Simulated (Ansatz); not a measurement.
# Cs2PdI6: the cost of one run

Computed with Ansatz 0.2.0 (DFT LDA without U, plane waves, PAW, unless a step's input says otherwise).

### Step 1. The structure to begin with

The structure is cubic, space group Fm-3m (No. 225). Conventional cell: a = 11.332 Å, b = 11.332 Å, c = 11.332 Å, α = 90.00°, β = 90.00°, γ = 90.00°. Cs (site symmetry -43m) has 12 I at 4.01 Å as nearest neighbours. Pd (site symmetry m-3m) is surrounded by 6 I at 2.78 Å. I (site symmetry 4mm) is surrounded by 1 Pd at 2.78 Å and 4 Cs at 4.01 Å.

Coordinates:

```cif
data_structure
_symmetry_space_group_name_H-M 'P 1'
_symmetry_Int_Tables_number 1
_cell_length_a 8.0129
_cell_length_b 8.0129
_cell_length_c 8.0129
_cell_angle_alpha 60.000
_cell_angle_beta 60.000
_cell_angle_gamma 60.000
_cell_volume 363.80
loop_
_atom_site_label
_atom_site_type_symbol
_atom_site_fract_x
_atom_site_fract_y
_atom_site_fract_z
_atom_site_occupancy
Cs1 Cs 0.25000 0.25000 0.25000 1
Cs2 Cs 0.75000 0.75000 0.75000 1
Pd1 Pd 0.00000 0.00000 0.00000 1
I1 I 0.75500 0.24500 0.24500 1
I2 I 0.24500 0.75500 0.75500 1
I3 I 0.24500 0.75500 0.24500 1
I4 I 0.75500 0.24500 0.75500 1
I5 I 0.24500 0.24500 0.75500 1
I6 I 0.75500 0.75500 0.24500 1
```

Magnetic order typed: ferromagnetic.

### Step 2. From atoms, symmetry kept, no search

Input file input.yaml:

```yaml
crystal:
  lattice:
    - [0.0, 5.66599794, 5.66599794]
    - [5.66599794, 0.0, 5.66599794]
    - [5.66599794, 5.66599794, 0.0]
  atoms:
    - { symbol: Cs, position: [0.25, 0.25, 0.25] }
    - { symbol: Cs, position: [0.75, 0.75, 0.75] }
    - { symbol: Pd, position: [0.0, 0.0, 0.0], spin: 4.0 }
    - { symbol: I, position: [0.755, 0.245, 0.245] }
    - { symbol: I, position: [0.245, 0.755, 0.755] }
    - { symbol: I, position: [0.245, 0.755, 0.245] }
    - { symbol: I, position: [0.755, 0.245, 0.755] }
    - { symbol: I, position: [0.245, 0.245, 0.755] }
    - { symbol: I, position: [0.755, 0.755, 0.245] }
basis:
  ecutwfc: 420
  ecutrho_ratio: 4
kpoints:
  mp_grid: { grid: [3, 3, 3] }
hamiltonian:
  xc: lda
scf:
  occupations: { method: gaussian, width: 0.05 }
  lower_state_search: "off"
  max_iter: 150
output:
  forces: true
  stress: true
  eigenvalues: true
  populations: true
  hubbard: { sites: [{ site: 2, l: d }] }
magnetization:
  spin_polarized: true
```

Run with:

```bash
ansatz run input.yaml --threads 4 --pin off --max-ram 6144MiB --backend cpu --events-out ev --progress --plain --runs-dir out
```

Q: Estimate wall time and peak memory on 4 threads of Arm Neoverse V1, shared host.

About 9 s, with a peak of 0.92 GiB.
